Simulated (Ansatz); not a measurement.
# One shape, several levels: CSeS (carbon sulfide selenide)

Wanted: a comparison of 3 runs (UHF/STO-3G, BLYP/STO-3G, CAM-B3LYP/STO-3G) of CSeS (carbon sulfide selenide). 

The results are computed with Ansatz 0.2.0.

60 further runs of the same task are left out: 11 that didn't finish, 49 set aside as unsound or not needed.

**1. The molecule**

CSeS: 3 atoms, total charge 0, spin state singlet. As SMILES, `S=C=[Se]`. The Se3–C2 distance was set to 3.385 Å, away from the relaxed value. At this shape a bond of the SMILES string is far longer than usual.

Bond lengths: S1–C2 1.545 Å.

**2. A single-point energy at UHF/STO-3G (run 1)**

run.yaml reads:

```yaml
crystal:
  periodic: [false, false, false]
  atoms:
    - {symbol: S, position_ang: [2.351113, -2.045696, 1.042518]}
    - {symbol: C, position_ang: [1.245903, -1.084056, 0.552458]}
    - {symbol: Se, position_ang: [-1.175570, 1.022860, -0.521270]}
basis:
  gaussian: {orbitals: STO-3G}
magnetization: {spin_polarized: true, initial_magnetization: 0}
hamiltonian: {xc: hf}
accuracy: high
```

Run with:

```sh
ansatz run run.yaml --threads 1 --pin off --max-ram 3480MiB --events-out events.jsonl --progress --plain --runs-dir runs
```

What it wrote:

```text
Warning: RAYON_NUM_THREADS=1 ignored (pool sized by the plan → 1); use --threads N
Functional definition: HF
  name "HF"
  exchange = exact_x
  correlation = 0
431 factors; integrals over basis functions are off by at most 1.7e-8 eV
mean field evaluation 1: about -76288.2635 eV, gradient 2.7e1 eV
mean field evaluation 2: about -76288.2789 eV, gradient 2.7e1 eV
mean field evaluation 4: about -76289.2451 eV, gradient 2.3e1 eV
mean field evaluation 8: about -76298.4554 eV, gradient 9.4e-2 eV
mean field evaluation 16: about -76298.4514 eV, gradient 3.6e-4 eV
mean field evaluation 32: about -76298.7074 eV, gradient 1.6e0 eV
mean field evaluation 64: about -76299.8890 eV, gradient 1.9e-8 eV
mean field evaluation 96: about -76298.4514 eV, gradient 8.8e-5 eV
mean field evaluation 128: about -76299.8890 eV, gradient 6.2e-3 eV
mean field evaluation 160: about -76299.8852 eV, gradient 1.3e-2 eV
mean field evaluation 192: about -76299.5985 eV, gradient 2.0e0 eV
mean field evaluation 224: about -76299.8881 eV, gradient 3.9e-2 eV
mean field evaluation 256: about -76298.1221 eV, gradient 2.7e-1 eV
mean field evaluation 288: about -76296.2852 eV, gradient 2.5e0 eV
mean field evaluation 320: about -76297.9668 eV, gradient 2.7e0 eV
mean field evaluation 352: about -76296.0737 eV, gradient 8.4e-1 eV
mean field evaluation 384: about -76298.4513 eV, gradient 8.8e-2 eV
mean field -76299.88901126 eV, -2803.9692032415 hartree, gradient 3.2e-8 eV, S^2 0.997425; 10 other end points of the search recorded, 0 dependent functions left out
reference -76299.88901126 eV, -2803.9692032415 hartree; 28, 28 occupied and 4, 4 virtual orbitals, 431 factors
Total energy: -76299.88901126 eV, -2803.9692032415 hartree
```

Wall time 2.6 s (1 thread of Arm Neoverse V2, shared host); peak memory 0.11 GiB.

**3. The energy at BLYP/STO-3G (run 2)**

input.yaml reads:

```yaml
crystal:
  periodic: [false, false, false]
  atoms:
    - symbol: S
      position_ang: [2.351113, -2.045696, 1.042518]
    - symbol: C
      position_ang: [1.245903, -1.084056, 0.552458]
    - symbol: Se
      position_ang: [-1.175570, 1.022860, -0.521270]
basis:
  gaussian: {orbitals: STO-3G}
hamiltonian: {xc: {name: BLYP}}
accuracy: high
```

Run with:

```sh
ansatz run input.yaml --threads 1 --pin off --max-ram 3480MiB --events-out events.jsonl --progress --plain --runs-dir runs
```

What it wrote:

```text
Warning: RAYON_NUM_THREADS=1 ignored (pool sized by the plan → 1); use --threads N
Functional definition: BLYP
  name "BLYP"
  parameter beta = 0.0042
  parameter a = 0.04918
  parameter b = 0.132
  parameter c = 0.2533
  parameter d = 0.349
  exchange = b88_x(beta = beta)
  correlation = lyp_c(a = a, b = b, c = c, d = d)
431 factors; integrals over basis functions are off by at most 1.7e-8 eV
mean field evaluation 1: about -76349.5734 eV, gradient 2.8e1 eV
mean field evaluation 2: about -76339.2842 eV, gradient 5.1e1 eV
mean field evaluation 4: about -76351.3760 eV, gradient 1.0e1 eV
mean field evaluation 8: about -76351.5673 eV, gradient 1.8e0 eV
mean field evaluation 16: about -76352.1331 eV, gradient 2.3e-8 eV
mean field evaluation 32: about -76351.5491 eV, gradient 4.4e-7 eV
mean field -76352.13313591 eV, -2805.8891394101 hartree, gradient 5.7e-8 eV, S^2 0.000000; 5 other end points of the search recorded, 0 dependent functions left out
reference -76352.13317402 eV, -2805.8891408104 hartree; 28, 28 occupied and 4, 4 virtual orbitals, 431 factors
Total energy: -76352.13317402 eV, -2805.8891408104 hartree
```

It took 2.1 s on 1 thread of Arm Neoverse V2, shared host; peak memory 0.096 GiB.

**4. A single-point energy at CAM-B3LYP/STO-3G (run 3)**

molecule.yaml reads:

```yaml
crystal:
  periodic: [false, false, false]
  atoms:
    - symbol: S
      position_ang: [2.351113, -2.045696, 1.042518]
    - symbol: C
      position_ang: [1.245903, -1.084056, 0.552458]
    - symbol: Se
      position_ang: [-1.175570, 1.022860, -0.521270]
basis:
  gaussian: {orbitals: STO-3G}
hamiltonian: {xc: {name: CAM-B3LYP}}
accuracy: high
```

Run with:

```sh
ansatz run molecule.yaml --threads 1 --pin off --max-ram 3480MiB --events-out events.jsonl --progress --plain --runs-dir runs
```

What it wrote:

```text
Warning: RAYON_NUM_THREADS=1 ignored (pool sized by the plan → 1); use --threads N
Functional definition: CAM-B3LYP
  name "CAM-B3LYP"
  parameter alpha = 0.19
  parameter beta = 0.46
  parameter omega = 0.33/bohr
  parameter ac = 0.81
  exchange = (1 - alpha - beta)*b88_x + beta*b88_x_sr(omega) + alpha*exact_x + beta*exact_x_lr(omega)
  correlation = (1 - ac)*vwn5_c + ac*lyp_c
431 factors; integrals over basis functions are off by at most 1.7e-8 eV
155 factors; integrals over basis functions are off by at most 1.4e-9 eV
mean field evaluation 1: about -76353.1158 eV, gradient 2.2e1 eV
mean field evaluation 2: about -76217.4694 eV, gradient 5.6e1 eV
mean field evaluation 4: about -76326.7713 eV, gradient 5.6e1 eV
mean field evaluation 8: about -76357.0128 eV, gradient 1.7e-2 eV
mean field evaluation 16: about -76356.7873 eV, gradient 1.1e0 eV
mean field -76356.99221166 eV, -2806.0677071502 hartree, gradient 2.7e-8 eV, S^2 0.000000; 2 other end points of the search recorded, 0 dependent functions left out
reference -76356.99222524 eV, -2806.0677076493 hartree; 28, 28 occupied and 4, 4 virtual orbitals, 431 factors
Total energy: -76356.99222524 eV, -2806.0677076493 hartree
```

Wall time 1.6 s (1 thread of Arm Neoverse V2, shared host); peak memory 0.1 GiB.

**5. The series**

```tsv
run	level	energy (Eh)	wall time
1	UHF/STO-3G	-2803.969203	2.6 s
2	BLYP/STO-3G	-2805.889141	2.1 s
3	CAM-B3LYP/STO-3G	-2806.067708	1.6 s
```

**6. What came out**

| quantity | value |
| --- | --- |
| run 3: total energy | -2806.06771 Eh |

Totals of different functionals can't be ranked against each other. In runs 1, 2, 3 the basis is minimal, so the values are rough. In runs 2, 3 a closed-shell determinant meets a far-stretched bond, which it describes badly. Spin contamination of the reference: run 1 ⟨S²⟩ = 1.00. Where it is this large, the reference is a mixture of spin states, and values that rest on it are in doubt. All runs together took 6.4 s, the longest 2.6 s.
